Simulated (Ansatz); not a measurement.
# InSb3 (Pm-3m) in Ansatz: further runs

One crystal, InSb3, is run at these levels: PBEsol; tasks: single point.

Program: Ansatz 0.2.0. These are calculated values, not measurements. Logs are shortened: lines on timing, memory, paths and dates and some standing lists are left out, and cuts for length are marked.

### 1 The structure

The structure is cubic, space group Pm-3m (No. 221). The conventional cell has a = 4.806 Å, b = 4.806 Å, c = 4.806 Å, α = 90.00°, β = 90.00°, γ = 90.00°. Sb (site symmetry 4/mmm) is surrounded by 8 Sb at 3.40 Å and 4 In at 3.40 Å. In (site symmetry m-3m) has 12 Sb at 3.40 Å as nearest neighbours.

The cell comes from a database or a generator and needn't be the stable form of this composition.

### 2 Single point, PBEsol, 26.09 Å³/atom (volume scaled by 0.94)

File input.yaml:

```yaml
crystal:
  lattice:
    - [4.7082503466, 0.0, 0.0]
    - [0.0, 4.7082503466, 0.0]
    - [0.0, 0.0, 4.7082503466]
  atoms:
    - { symbol: Sb, position: [0.5, 0.5, 0.0] }
    - { symbol: Sb, position: [0.0, 0.5, 0.5] }
    - { symbol: Sb, position: [0.5, 0.0, 0.5] }
    - { symbol: In, position: [0.0, 0.0, 0.0] }
kpoints:
  mp_grid: { grid: [6, 6, 6] }
scf:
  occupations: { method: fermi_dirac, width: 0.05 }
hamiltonian:
  xc: pbesol
  pseudopotentials: { kind: all_electron, lapw: { basis_error: 0.001 } }
output:
  forces: true
  stress: true
  eigenvalues: true
```

Potentials or basis: all-electron LAPW, scalar-relativistic.

Command:

```sh
ansatz run input.yaml --threads 2 --pin off --max-ram 8192MiB --backend cpu --events-out ev --progress --plain --runs-dir out
```

The log of the run:

```text
Warning: RAYON_NUM_THREADS=2 ignored (pool sized by the plan → 2); use --threads N
LAPW: plane waves up to 6.563 Å⁻¹, error target 1.0e-3 eV per atom; small_component_spin mean_spin; In in spheres of 1.682 Å, 21 of its electrons in bands, Dirac shells []; Sb in spheres of 1.647 Å, 23 of its electrons in bands, Dirac shells [] (how accurate: hamiltonian.pseudopotentials.lapw.basis_error, Limitations)
Engine: ansatz 0.2.0, aarch64-unknown-linux-gnu
Pseudopotentials: kind: all_electron
Pseudopotential: Sb, LAPW, valence charge 23, lapw/all_electron/scalar/gaussian/Sb, Koelling and Harmon's equation, gaussian nucleus
Pseudopotential: In, LAPW, valence charge 21, lapw/all_electron/scalar/gaussian/In, Koelling and Harmon's equation, gaussian nucleus
Functional definition: PBEsol
  exchange = pbesol_x
  correlation = pbesol_c
Crystal: 4 atoms, lattice volume = 104.371 Å³
Basis set: ecut = 164.1253269065999 eV, 485 PW (Γ), exchange–correlation at level 2
Bands: 54, of which v1, the nominal top of the filled ones, is band 45 counted from 1 (44 counted from 0)
Symmetry: 48 space group operations
Space group: Pm-3m (ITA 221), of the structure as read, at distance tolerance 4.7e-5 Å
k-points: 20 of 216
Non-local potential: Sb, projectors of the file, none
Non-local potential: In, projectors of the file, none
Initial density: superposition of atomic densities (chi_scale 0.1, normalization cell, long waves kept (reshape's long-wave potential 0.00 eV rms))
Initial wavefunctions: plane waves of lowest kinetic energy (no species holds an atomic orbital)
Functional: x = pbesol(κ = 0.804, μ = 0.12345679012345678), c = pbesol(β = 0.046)
iter 1 solved again at ethr=2.53e-5 eV; its pass at ethr=1.00e-1 eV (dr2=2.28e-2 eV) is discarded
SCF iter   1: F=—  HF=-688848.442619 eV  |F-HF|=—  |Δ(HF+E_count)|=         —  Δρ=5.04e-3  dr2=2.30e-2  ethr=2.53e-5  ⟨swp⟩=3.4  Hψ=7496  notcnv=0
preconditioner: auto → Kerker (q_TF=auto, 2.662 Å⁻¹)  [metal: Δε(μ)=0.041 eV  Ē_g=12.148 eV  σ=0.050 eV  W_gap=0.20  n_scr=26 (ndim 8)  ℏωp=19.2 eV  f_vac=0.000  D(μ)=2.69/eV (n_scr^D=18)]
SCF iter   2: F=—  HF=-688848.391183 eV  |F-HF|=—  |Δ(HF+E_count)|=   5.14e-2  Δρ=3.03e-3  dr2=9.49e-3  ethr=2.53e-5  ⟨swp⟩=2.0  Hψ=3254  notcnv=0
SCF iter   3: F=—  HF=-688848.386038 eV  |F-HF|=—  |Δ(HF+E_count)|=   5.15e-3  Δρ=1.74e-3  dr2=4.06e-3  ethr=1.05e-5  ⟨swp⟩=2.0  Hψ=3253  notcnv=0
SCF iter   4: F=—  HF=-688848.385032 eV  |F-HF|=—  |Δ(HF+E_count)|=   1.01e-3  Δρ=8.80e-4  dr2=1.14e-3  ethr=4.51e-6  ⟨swp⟩=2.0  Hψ=3253  notcnv=0
SCF iter   5: F=—  HF=-688848.385168 eV  |F-HF|=—  |Δ(HF+E_count)|=   1.36e-4  Δρ=3.37e-4  dr2=2.34e-4  ethr=1.27e-6  ⟨swp⟩=2.0  Hψ=3253  notcnv=0
iter 6 solved again at ethr=2.02e-8 eV; its pass at ethr=2.60e-7 eV (dr2=1.82e-5 eV) is discarded
SCF iter   6: F=—  HF=-688848.385052 eV  |F-HF|=—  |Δ(HF+E_count)|=   1.16e-4  Δρ=1.05e-4  dr2=1.82e-5  ethr=2.02e-8  ⟨swp⟩=2.0  Hψ=5466  notcnv=0
SCF iter   7: F=—  HF=-688848.385053 eV  |F-HF|=—  |Δ(HF+E_count)|=   1.29e-6  Δρ=4.58e-5  dr2=5.09e-6  ethr=2.02e-8  ⟨swp⟩=2.0  Hψ=3253  notcnv=0
SCF iter   8: F=—  HF=-688848.385053 eV  |F-HF|=—  |Δ(HF+E_count)|=   4.87e-7  Δρ=1.39e-5  dr2=5.29e-7  ethr=5.65e-9  ⟨swp⟩=2.0  Hψ=3253  notcnv=0
SCF iter   9: F=-688848.385053 eV  HF=-688848.385053 eV  |F-HF|=2.92e-8  |Δ(HF+E_count)|=   6.12e-8  Δρ=4.42e-6  dr2=4.19e-8  ethr=5.88e-10  ⟨swp⟩=2.0  Hψ=3253  notcnv=0
SCF 1 converged in 9 iterations: F = -688848.385053 eV  dr2 = 4.19e-8
SCF converged after 9 iterations
Free energy (F): -688848.385053 eV
Harris-Foulkes:  -688848.385053 eV  (|F-HF|=2.92e-8)
Internal energy: -688848.363461 eV  (E = F + TS)
E sigma→0 (E₀):  -688848.374257 eV
Entropy (-TS):   -0.021592 eV (-5.398 meV/atom)
Fermi energy:    14.673351 eV
--- Per-component energies (eV) ---
  E_band       = -3080.077986
  E_kinetic    = 725227.732314
  E_xc         = -17978.998532
  E_electrostatic = -1396097.097243  (all electrons and nuclei)
  E_smearing   = -0.021592  (= −TS)
  E_closure    = 0.000000  (closes the sum)
  E_atoms      = -688832.388825  (free atoms, spherical and without spin; not in F)
  Σ components = -688848.385053   (vs F -688848.385053, Δ=0.00e0)
  Basis errors (estimates in eV, not in F): energy 2.0e-4 per atom: plane waves 2.0e-4 (1.0e-4 summed), levels above the bands 1.2e-48, relativity 9.2e-9, radial functions 4.1e-6, core shells 3.3e-10; eigenvalues (radial functions only) 1.3e-6; not estimated: angular momenta, meshes, grids; target (lapw.basis_error) 1.0e-3; muffin-tin radii In 1.682 Å, Sb 1.647 Å
--- Forces (eV/Å), atoms counted from 1 ---
  atom   1  Sb     0.00000000     0.00000000    -0.00000000
  atom   2  Sb     0.00000000    -0.00000000    -0.00000000
  atom   3  Sb     0.00000000     0.00000000     0.00000000
  atom   4  In    -0.00000000     0.00000000     0.00000000
  max |Σ_I F_I| component: 1.50e-30 eV/Å
--- Stress (GPa, compression-positive) ---
        0.707136       0.000000       0.000000
        0.000000       0.707136       0.000000
        0.000000       0.000000       0.707136
  P = ⅓ Tr σ = 0.7071 GPa (7.071 kbar)
--- Band table (eV; the first three rows and the last of 20) ---
  k-point 0: bands = ["-129.5458", "-129.5457", "-129.5457", "-100.5870", "-82.5765", "-82.5765", "-82.5765", "-82.5691", "-82.5691", "-82.5691", "-82.5690", "-82.5690", "-82.5690", "-59.1120", "-59.1120", "-59.1120", "-14.5409", "-14.5409", "-14.5409", "-14.5270", "-14.4937", "-14.4937", "-14.4702", "-14.4702", "-14.4702", "-14.4564", "-14.4564", "-14.4261", "-14.4147", "-14.4147", "-14.4147", "0.1903", "0.1903", "0.2133", "0.2133", "0.2133", "2.0572", "7.2650", "7.2650", "10.1065", "10.1065", "10.1065", "11.0851", "15.1573", "15.1573", "15.1573", "16.4859", "16.4859", "16.4859", "19.5130", "19.5130", "19.8284", "19.9726", "19.9726"]
  k-point 1: bands = ["-129.5458", "-129.5457", "-129.5457", "-100.5870", "-82.5765", "-82.5765", "-82.5765", "-82.5691", "-82.5691", "-82.5691", "-82.5690", "-82.5690", "-82.5690", "-59.1120", "-59.1120", "-59.1120", "-14.5400", "-14.5329", "-14.5329", "-14.5227", "-14.4934", "-14.4896", "-14.4711", "-14.4703", "-14.4703", "-14.4603", "-14.4563", "-14.4299", "-14.4231", "-14.4231", "-14.4147", "0.1921", "0.1953", "0.2091", "0.2091", "0.2134", "2.2371", "6.4499", "7.3061", "10.0708", "10.3166", "10.3166", "12.3251", "14.5967", "14.6720", "14.6720", "15.6024", "16.2650", "16.2650", "19.7848", "20.1102", "20.5642", "20.7320", "20.8515"]
  k-point 2: bands = ["-129.5457", "-129.5457", "-129.5457", "-100.5870", "-82.5765", "-82.5765", "-82.5765", "-82.5691", "-82.5691", "-82.5691", "-82.5690", "-82.5690", "-82.5690", "-59.1120", "-59.1120", "-59.1120", "-14.5382", "-14.5117", "-14.5110", "-14.5110", "-14.4926", "-14.4792", "-14.4729", "-14.4707", "-14.4707", "-14.4704", "-14.4561", "-14.4453", "-14.4453", "-14.4398", "-14.4147", "0.1957", "0.2006", "0.2006", "0.2048", "0.2135", "2.7598", "5.0918", "7.3934", "10.2794", "10.9216", "10.9216", "13.3809", "13.3809", "13.7889", "14.0072", "14.9964", "16.6102", "16.6102", "19.2448", "19.6012", "19.6012", "20.5044", "20.6331"]
  k-point 19: bands = ["-129.5457", "-129.5457", "-129.5457", "-100.5870", "-82.5774", "-82.5760", "-82.5760", "-82.5695", "-82.5695", "-82.5695", "-82.5686", "-82.5686", "-82.5686", "-59.1120", "-59.1120", "-59.1120", "-14.5095", "-14.5095", "-14.5095", "-14.5075", "-14.5075", "-14.5075", "-14.5020", "-14.4608", "-14.4608", "-14.4597", "-14.4597", "-14.4597", "-14.4242", "-14.4242", "-14.4242", "0.1675", "0.1675", "0.1675", "0.2335", "0.2335", "5.5933", "5.5933", "5.5933", "8.6932", "9.3519", "9.3519", "9.3519", "9.7425", "18.4907", "18.4907", "18.5621", "18.5621", "18.5621", "21.3870", "21.3870", "21.3870", "23.6319", "23.6319"]
```

Wall time 7.8 s (2 threads of Arm Neoverse V2, shared host); peak memory 0.41 GiB.

What came out:

* Free energy: -688848.3851 eV
* Pressure: 0.7 GPa
* Band gap on the k mesh: none (metal or under the smearing width)

### 3 Single point, PBEsol, 26.65 Å³/atom (volume scaled by 0.96)

input.yaml: that of step 2 with these lines changed.

```diff
@@ -2,5 +2,5 @@
   lattice:
-    - [4.7082503466, 0.0, 0.0]
-    - [0.0, 4.7082503466, 0.0]
-    - [0.0, 0.0, 4.7082503466]
+    - [4.7414081316, 0.0, 0.0]
+    - [0.0, 4.7414081316, 0.0]
+    - [0.0, 0.0, 4.7414081316]
   atoms:
```

Potentials or basis: all-electron LAPW, scalar-relativistic.

Command:

```sh
ansatz run input.yaml --threads 2 --pin off --max-ram 8192MiB --backend cpu --events-out ev --progress --plain --runs-dir out
```

Run time: 7.3 s. Hardware: 2 threads of Arm Neoverse V2, shared host; peak memory 0.39 GiB.

It converged, with:

| Property | Result |
| --- | --- |
| Free energy | -688848.3860 eV |
| Pressure | -0.6 GPa |
| Band gap on the k mesh | none (metal or under the smearing width) |

### 4 Single point, PBEsol, 27.20 Å³/atom (volume scaled by 0.98)

input.yaml: that of step 3 with these lines changed.

```diff
@@ -2,5 +2,5 @@
   lattice:
-    - [4.7414081316, 0.0, 0.0]
-    - [0.0, 4.7414081316, 0.0]
-    - [0.0, 0.0, 4.7414081316]
+    - [4.7741085314, 0.0, 0.0]
+    - [0.0, 4.7741085314, 0.0]
+    - [0.0, 0.0, 4.7741085314]
   atoms:
```

Command:

```sh
ansatz run input.yaml --threads 2 --pin off --max-ram 8192MiB --backend cpu --events-out ev --progress --plain --runs-dir out
```

Run time: 7.3 s. Hardware: 2 threads of Arm Neoverse V2, shared host; peak memory 0.39 GiB.

Results (log left out):

| Quantity | Value |
| --- | --- |
| Free energy | -688848.3703 eV |
| Pressure | -1.7 GPa |
| Band gap on the k mesh | none (metal or under the smearing width) |

### 5 Single point, PBEsol, 27.76 Å³/atom

input.yaml: that of step 4 with these lines changed.

```diff
@@ -2,5 +2,5 @@
   lattice:
-    - [4.7741085314, 0.0, 0.0]
-    - [0.0, 4.7741085314, 0.0]
-    - [0.0, 0.0, 4.7741085314]
+    - [4.806367, 0.0, 0.0]
+    - [0.0, 4.806367, 0.0]
+    - [0.0, 0.0, 4.806367]
   atoms:
```

Command:

```sh
ansatz run input.yaml --threads 2 --pin off --max-ram 8192MiB --backend cpu --events-out ev --progress --plain --runs-dir out
```

Run time: 7.2 s. Hardware: 2 threads of Arm Neoverse V2, shared host; peak memory 0.39 GiB.

The run converged. Its results:

```yaml
Free_energy: -688848.3400 eV
Pressure: -2.7 GPa
Band_gap_on_the_k_mesh: none (metal or under the smearing width)
```

### 6 Single point, PBEsol, 28.31 Å³/atom (volume scaled by 1.02)

input.yaml: that of step 5 with these lines changed.

```diff
@@ -2,5 +2,5 @@
   lattice:
-    - [4.806367, 0.0, 0.0]
-    - [0.0, 4.806367, 0.0]
-    - [0.0, 0.0, 4.806367]
+    - [4.8381981727, 0.0, 0.0]
+    - [0.0, 4.8381981727, 0.0]
+    - [0.0, 0.0, 4.8381981727]
   atoms:
```

Potentials or basis: all-electron LAPW, scalar-relativistic.

Command:

```sh
ansatz run input.yaml --threads 2 --pin off --max-ram 8192MiB --backend cpu --events-out ev --progress --plain --runs-dir out
```

Run time: 7.2 s. Hardware: 2 threads of Arm Neoverse V2, shared host; peak memory 0.39 GiB.

It converged, with:

| Property | Result |
| --- | --- |
| Free energy | -688848.2967 eV |
| Pressure | -3.5 GPa |
| Band gap on the k mesh | none (metal or under the smearing width) |

### 7 Single point, PBEsol, 28.87 Å³/atom (volume scaled by 1.04)

input.yaml: that of step 6 with these lines changed.

```diff
@@ -2,5 +2,5 @@
   lattice:
-    - [4.8381981727, 0.0, 0.0]
-    - [0.0, 4.8381981727, 0.0]
-    - [0.0, 0.0, 4.8381981727]
+    - [4.8696159243, 0.0, 0.0]
+    - [0.0, 4.8696159243, 0.0]
+    - [0.0, 0.0, 4.8696159243]
   atoms:
```

Command:

```sh
ansatz run input.yaml --threads 2 --pin off --max-ram 8192MiB --backend cpu --events-out ev --progress --plain --runs-dir out
```

It took 7.2 s on 2 threads of Arm Neoverse V2, shared host; peak memory 0.39 GiB.

The run converged. Its results:

```
Free energy            : -688848.2420 eV
Pressure               : -4.3 GPa
Band gap on the k mesh : none (metal or under the smearing width)
```

### 8 Single point, PBEsol, 29.42 Å³/atom (volume scaled by 1.06)

input.yaml: that of step 7 with these lines changed.

```diff
@@ -2,5 +2,5 @@
   lattice:
-    - [4.8696159243, 0.0, 0.0]
-    - [0.0, 4.8696159243, 0.0]
-    - [0.0, 0.0, 4.8696159243]
+    - [4.9006334225, 0.0, 0.0]
+    - [0.0, 4.9006334225, 0.0]
+    - [0.0, 0.0, 4.9006334225]
   atoms:
```

Command:

```sh
ansatz run input.yaml --threads 2 --pin off --max-ram 8192MiB --backend cpu --events-out ev --progress --plain --runs-dir out
```

Run time: 7.1 s. Hardware: 2 threads of Arm Neoverse V2, shared host; peak memory 0.39 GiB.

It converged, with:

```yaml
Free_energy: -688848.1776 eV
Pressure: -5.0 GPa
Band_gap_on_the_k_mesh: none (metal or under the smearing width)
```
